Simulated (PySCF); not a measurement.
# CH3B2BrF2: electronic excitations and core binding energies

What electronic excitations and core binding energies should CH3B2BrF2 (`FB(F)CBBr`) show?

Computed with PySCF 2.14.0, with density-fitted response routines of our own, on a single molecule in the gas phase. Atoms count from 0, in the outputs and in this text.

## Step 1: The molecule as given

9 atoms, charge 0, multiplicity 1; geometry from: GFN2-xTB.

Bonds of the start (Å): F0–B1 1.32, B1–F2 1.31, B1–C3 1.58, C3–B4 1.58, B4–Br5 1.86, C3–H6 1.09, C3–H7 1.09, B4–H8 1.17.

## Step 2: Ultraviolet spectrum: wB97X-D/def2-SVPD

The job: settings as JSON, then the geometry in Å.

```
{"job": {"kind": "uv", "xc": "wB97X-D", "basis": "def2-SVPD", "nstates": 8, "ntriplets": 3}, "charge": 0, "multiplicity": 1}
F     -2.009205    -0.686633    -0.767910
B     -1.296100    -0.150562     0.200997
F     -1.759947    -0.388455     1.407926
C      0.030392     0.663097    -0.071304
B      1.212581    -0.354602    -0.313051
Br     2.369760    -0.802951     1.066178
H     -0.126922     1.265668    -0.967315
H      0.223084     1.322383     0.776080
H      1.369919    -0.861951    -1.356781
```

Method: TDDFT wB97X-D/def2-SVPD, vertical, gas phase, core orbitals frozen in the response.

The run is started by

```
$ OMP_NUM_THREADS=1 python probes_run.py task.json out
```

One launch serves the whole session: the jobs run in the order shown.

**Question.** This job is followed by: delta-SCF UKS SCAN, pcX-2 on the ionised atom, pcseg-1 elsewhere, spin-free X2C. What will the session give for the following? lowest singlet (wB97X-D/def2-SVPD); brightest single state of those computed; lowest triplet; B1s binding energies, SCAN/pcX-2; F1s binding energies, SCAN/pcX-2; C1s binding energies, SCAN/pcX-2.

The runs gave:

| quantity | value |
| --- | --- |
| lowest singlet (wB97X-D/def2-SVPD) | 5.05 eV (245 nm), f = 0.001 |
| brightest single state of those computed | state 2, 6.68 eV, f = 0.167 |
| lowest triplet | 4.78 eV |
| B1s binding energies, SCAN/pcX-2 | B1 199.63, B4 197.31 eV |
| F1s binding energies, SCAN/pcX-2 | F0 693.65 eV |
| C1s binding energies, SCAN/pcX-2 | C3 290.71 eV |

What this shows: The lowest singlet, at 5.05 eV, is HOMO→LUMO 0.97 and is weak; of the 8 states computed, the strongest absorption comes from state 2 at 6.68 eV (the last state computed is bright too, and its partners may lie past the list). The lowest triplet lies 0.27 eV below the lowest singlet (triplets in Tamm-Dancoff, singlets in full TDDFT). B1 (boron bonded to C, 2 F) binds its B1s electron 2.33 eV more tightly than B4 (boron bonded to C, Br, H).
